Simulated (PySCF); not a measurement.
**2-fluorothiophenol: NMR shifts and electronic excitations in gas and solvents, part 1 of 2**

Aim: compute the NMR shifts and electronic excitations of 2-fluorothiophenol (`Fc1ccccc1S`), and see what a dielectric continuum does where one was used.

Programs: PySCF 2.14.0, with density-fitted response routines of our own. Each step states its level of theory. These are calculated values for one molecule, in the gas phase or a continuum, unless marked as measured. Atoms count from 0, in the outputs and in this text.

## Step 1: Starting geometry

13 atoms, charge 0, multiplicity 1; geometry from: GFN2-xTB. The atoms were then displaced at random by about 0.01 Å, so the start is not that level's minimum.

Bonds of the start (Å): F0–C1 1.36, C1–C2 1.39, C2–C3 1.35, C3–C4 1.38, C4–C5 1.38, C5–C6 1.40, C6–S7 1.77, C6–C1 1.39, C2–H8 1.09, C3–H9 1.12, C4–H10 1.08, C5–H11 1.08, S7–H12 1.32.

## Step 2: Geometry optimisation at PBE0-D3(BJ)/def2-SVP

What the job is given:

```
{"job": {"xc": "PBE0", "basis": "def2-SVP", "d3": "d3bj", "grid": 1, "shake": 0.01, "kind": "geom"}, "charge": 0, "multiplicity": 1}
F      1.404560     1.916520     0.671890
C      0.529420     0.932950     0.338520
C     -0.830310     1.090270     0.599550
C     -1.655960     0.077500     0.276160
C     -1.215010    -1.090310    -0.321660
C      0.132120    -1.224930    -0.577730
C      1.043750    -0.220250    -0.250820
S      2.764220    -0.435870    -0.607200
H     -1.150450     2.012550     1.088100
H     -2.744280     0.187870     0.495670
H     -1.902780    -1.881680    -0.561280
H      0.519240    -2.128880    -1.028700
H      3.111300     0.747360    -0.132820
```

Started as:

```console
> OMP_NUM_THREADS=1 python probes_run.py task.json out
```

The driver reads the jobs from task.json and runs them one after another.

What it wrote:

```text
step   0  E = -728.81155018  max force = 0.061245
step   1  E = -728.80844824  max force = 0.027646
step   2  E = -728.81186003  max force = 0.021346
step   3  E = -728.81538219  max force = 0.009167
step   4  E = -728.81575426  max force = 0.005768
step   5  E = -728.81605768  max force = 0.002673
step   6  E = -728.81615450  max force = 0.001287
step   7  E = -728.81613931  max force = 0.001436
step   8  E = -728.81616850  max force = 0.000475
step   9  E = -728.81617473  max force = 0.000151
optimisation converged
```

It took 2.1 min on 1 thread of Arm Neoverse N1, shared host; peak memory 0.63 GiB.

The steps of the relaxation: (the energy doesn't fall at every step)

| step | energy from step 0 (eV) | largest force component (eV/Å) |
| --- | --- | --- |
| 0 | 0.0000 | 3.1493 |
| 1 | 0.0844 | 1.4216 |
| 2 | -0.0084 | 1.0977 |
| 3 | -0.1043 | 0.4714 |
| 4 | -0.1144 | 0.2966 |
| 5 | -0.1227 | 0.1375 |
| 6 | -0.1253 | 0.0662 |
| 7 | -0.1249 | 0.0738 |
| 8 | -0.1257 | 0.0244 |
| 9 | -0.1258 | 0.0078 |

Close pairs (by a distance rule), those that changed most:

```csv
bond,before (Å),after (Å),change (Å)
C2–C3,1.346,1.393,+0.047
S7–H12,1.321,1.348,+0.027
C3–H9,1.116,1.092,-0.024
F0–C1,1.358,1.338,-0.020
C4–H10,1.076,1.092,+0.017
C4–C5,1.378,1.392,+0.014
C5–H11,1.082,1.093,+0.011
C3–C4,1.384,1.394,+0.010
```

The next job starts from the end point, and lists it.

```
                         at the end point                value
rotational constants (GHz, main isotopes)  2.895, 1.552, 1.010
                        dipole moment (D)                 1.14
```

## Step 3: Shielding tensors: PBE0/pcSseg-1 in acetone

What the job is given:

```
{"job": {"kind": "nmr", "xc": "PBE0", "basis": "pcSseg-1", "solvent": "acetone", "pop": true}, "charge": 0, "multiplicity": 1}
F      1.088449     2.199568     0.182139
C      0.422489     1.039622     0.158632
C     -0.643718     0.857521     1.026348
C     -1.342275    -0.348039     1.009761
C     -0.959616    -1.355198     0.124876
C      0.114677    -1.160732    -0.738685
C      0.826534     0.044987    -0.737925
S      2.170096     0.268007    -1.854202
H     -0.910337     1.670749     1.704049
H     -2.183714    -0.497200     1.689214
H     -1.499619    -2.304149     0.105458
H      0.414740    -1.953196    -1.428566
H      2.532638     1.480889    -1.390654
```

Method: GIAO PBE0/pcSseg-1 NMR shielding, non-relativistic, IEF-PCM acetone.

What it wrote:

```text
coarse grid: 12328 points
cycle   1  E = -729.0160589686  dE =  1.363e+00  |g| = 4.743e-01  |ddm| = 3.710e+00
cycle   2  E = -728.9830648998  dE =  3.299e-02  |g| = 6.353e-01  |ddm| = 9.254e-01
cycle   3  E = -729.0617722040  dE = -7.871e-02  |g| = 7.797e-02  |ddm| = 5.477e-01
cycle   4  E = -729.0631440305  dE = -1.372e-03  |g| = 3.294e-02  |ddm| = 1.014e-01
cycle   5  E = -729.0634132651  dE = -2.692e-04  |g| = 8.657e-03  |ddm| = 3.672e-02
cycle   6  E = -729.0634294093  dE = -1.614e-05  |g| = 2.430e-03  |ddm| = 8.991e-03
cycle   7  E = -729.0634306683  dE = -1.259e-06  |g| = 8.350e-04  |ddm| = 2.633e-03
final grid: 117464 points
cycle   8  E = -729.1196583438  dE = -2.787e-05  |g| = 7.999e-03  |ddm| = 4.049e-02
cycle   9  E = -729.1196513210  dE =  7.023e-06  |g| = 9.921e-03  |ddm| = 1.816e-02
cycle  10  E = -729.1196748118  dE = -2.349e-05  |g| = 1.081e-03  |ddm| = 9.876e-03
cycle  11  E = -729.1196749838  dE = -1.720e-07  |g| = 1.946e-04  |ddm| = 1.047e-03
cycle  12  E = -729.1196749898  dE = -6.005e-09  |g| = 4.625e-05  |ddm| = 1.822e-04
cycle  13  E = -729.1196749902  dE = -3.442e-10  |g| = 2.777e-05  |ddm| = 6.835e-05
converged SCF energy = -729.1196749902

GIAO shielding tensors (ppm)
atom      isotropic    diamagn.    paramagn.     s11        s22        s33       span
  0 F      299.500     477.469    -177.969    233.252    291.890    373.360    140.108
  1 C       20.938     250.402    -229.463    -63.421     37.871     88.366    151.787
  2 C       63.502     255.931    -192.429    -22.911     46.544    166.872    189.784
  3 C       52.884     254.095    -201.211    -49.294     34.593    173.353    222.647
  4 C       53.774     253.396    -199.622    -54.445     39.130    176.635    231.080
  5 C       50.612     250.832    -200.220    -51.030     39.108    163.757    214.788
  6 C       56.532     263.727    -207.194    -15.794     34.799    150.592    166.385
  7 S      580.948    1054.338    -473.390    372.664    589.766    780.415    407.751
  8 H       23.851      29.609      -5.758     20.067     24.430     27.056      6.989
  9 H       23.877      29.722      -5.845     20.424     25.161     26.047      5.623
 10 H       23.832      29.668      -5.836     20.374     24.900     26.221      5.846
 11 H       23.682      30.351      -6.669     19.162     23.287     28.596      9.434
 12 H       26.268      28.121      -1.854     17.597     26.975     34.232     16.635
```

Wall time 31 s (1 thread of Arm Neoverse N1, shared host); peak memory 0.87 GiB.

The references, computed at this level on geometries of the same kind, shield at (ppm): 1H TMS 31.24, 13C TMS 185.4, 19F CFCl3 180.4, 33S CS2 495. Their shielding less the atom's gives the shift. The references are single molecules in the same continuum, so shifts against H2O, NH3, PH3, H3PO4 or CFCl3 are not on the usual liquid scales and can be off by tens of ppm.

| atoms | environment | σ (ppm) | δ (ppm) |
| --- | --- | --- | --- |
| C1 | aromatic carbon bearing fluorine | 20.9 | 164.5 |
| C5 | aromatic CH | 50.6 | 134.8 |
| C3 | aromatic CH | 52.9 | 132.5 |
| C4 | aromatic CH | 53.8 | 131.7 |
| C6 | aromatic carbon bearing sulfur | 56.5 | 128.9 |
| C2 | aromatic CH | 63.5 | 121.9 |
| H11 | hydrogen on an aromatic CH | 23.68 | 7.56 |
| H10 | hydrogen on an aromatic CH | 23.83 | 7.41 |
| H8 | hydrogen on an aromatic CH | 23.85 | 7.39 |
| H9 | hydrogen on an aromatic CH | 23.88 | 7.36 |
| H12 | hydrogen on a thiol sulfur | 26.27 | 4.97 |
| F0 | aryl fluorine | 299.5 | -119.1 |
| S7 | thiol sulfur | 581 | -86 |

The run also stored atomic charges by several schemes (e):

| atoms | Mulliken | IAO | Hirshfeld | ESP fit |
| --- | --- | --- | --- | --- |
| F0 | -0.29 | -0.27 | -0.07 | -0.23 |
| C1 | 0.42 | 0.27 | 0.07 | 0.53 |
| C2 | -0.14 | -0.19 | -0.07 | -0.46 |
| C3 | -0.09 | -0.16 | -0.05 | 0.07 |
| C4 | -0.09 | -0.16 | -0.05 | -0.41 |
| C5 | -0.01 | -0.16 | -0.06 | 0.08 |
| C6 | -0.48 | -0.15 | -0.04 | -0.35 |
| S7 | 0.00 | 0.00 | -0.04 | -0.24 |

Mayer bond orders: F0–C1 0.88, C1–C2 1.46, C2–C3 1.41, C3–C4 1.42, C4–C5 1.46, C5–C6 1.35, C6–S7 1.12, C6–C1 1.27.

Ring of atoms C1, C2, C3, C4, C5, C6: NICS(0) -9.7, NICS(1) -11.0, NICS(1)zz -26.0 ppm (means of both faces).

## Step 4: NMR shieldings: PBE0/pcSseg-1 in chloroform

Same as in step 3 but for these lines:

```diff
@@ -1,2 +1,2 @@
-{"job": {"kind": "nmr", "xc": "PBE0", "basis": "pcSseg-1", "solvent": "acetone", "pop": true}, "charge": 0, "multiplicity": 1}
+{"job": {"kind": "nmr", "xc": "PBE0", "basis": "pcSseg-1", "solvent": "chloroform", "pop": false}, "charge": 0, "multiplicity": 1}
 F      1.088449     2.199568     0.182139
```

Method: GIAO PBE0/pcSseg-1 NMR shielding, non-relativistic, IEF-PCM chloroform.

What it wrote:

```text
coarse grid: 12328 points
cycle   1  E = -729.0140080092  dE =  1.365e+00  |g| = 4.763e-01  |ddm| = 3.710e+00
cycle   2  E = -728.9791991125  dE =  3.481e-02  |g| = 6.414e-01  |ddm| = 9.349e-01
cycle   3  E = -729.0598764511  dE = -8.068e-02  |g| = 8.276e-02  |ddm| = 5.634e-01
cycle   4  E = -729.0614513953  dE = -1.575e-03  |g| = 3.478e-02  |ddm| = 1.109e-01
cycle   5  E = -729.0617508258  dE = -2.994e-04  |g| = 9.130e-03  |ddm| = 3.956e-02
cycle   6  E = -729.0617685378  dE = -1.771e-05  |g| = 2.572e-03  |ddm| = 9.654e-03
cycle   7  E = -729.0617699417  dE = -1.404e-06  |g| = 9.379e-04  |ddm| = 2.874e-03
final grid: 117464 points
cycle   8  E = -729.1180071209  dE = -2.738e-05  |g| = 8.125e-03  |ddm| = 4.025e-02
cycle   9  E = -729.1179987422  dE =  8.379e-06  |g| = 1.026e-02  |ddm| = 1.892e-02
cycle  10  E = -729.1180241242  dE = -2.538e-05  |g| = 1.096e-03  |ddm| = 1.045e-02
cycle  11  E = -729.1180243055  dE = -1.813e-07  |g| = 2.038e-04  |ddm| = 1.068e-03
cycle  12  E = -729.1180243124  dE = -6.953e-09  |g| = 4.988e-05  |ddm| = 1.957e-04
cycle  13  E = -729.1180243129  dE = -4.213e-10  |g| = 2.922e-05  |ddm| = 7.406e-05
converged SCF energy = -729.1180243129

GIAO shielding tensors (ppm)
atom      isotropic    diamagn.    paramagn.     s11        s22        s33       span
  0 F      299.194     477.425    -178.231    232.831    291.674    373.077    140.245
  1 C       20.951     250.375    -229.424    -63.326     37.619     88.560    151.887
  2 C       63.699     256.001    -192.303    -22.773     47.305    166.564    189.337
  3 C       53.291     254.140    -200.848    -48.849     35.744    172.978    221.826
  4 C       54.066     253.447    -199.380    -54.138     40.111    176.226    230.364
  5 C       50.799     250.898    -200.099    -50.925     39.843    163.478    214.403
  6 C       56.176     263.598    -207.421    -16.024     33.940    150.614    166.638
  7 S      578.170    1054.278    -476.108    368.597    588.653    777.259    408.662
  8 H       23.930      29.690      -5.760     20.170     24.491     27.129      6.958
  9 H       23.961      29.776      -5.815     20.521     25.228     26.133      5.612
 10 H       23.910      29.713      -5.803     20.470     24.959     26.301      5.832
 11 H       23.752      30.391      -6.639     19.256     23.334     28.665      9.410
 12 H       26.409      28.259      -1.851     17.753     27.201     34.271     16.517
```

Wall time 28 s (1 thread of Arm Neoverse N1, shared host); peak memory 0.87 GiB.

Key values: δ C1 164.2, C5 134.4, C3 131.9, C4 131.1, H11 7.50, H10 7.34 ppm.

(Continued in part 2 of 2.)
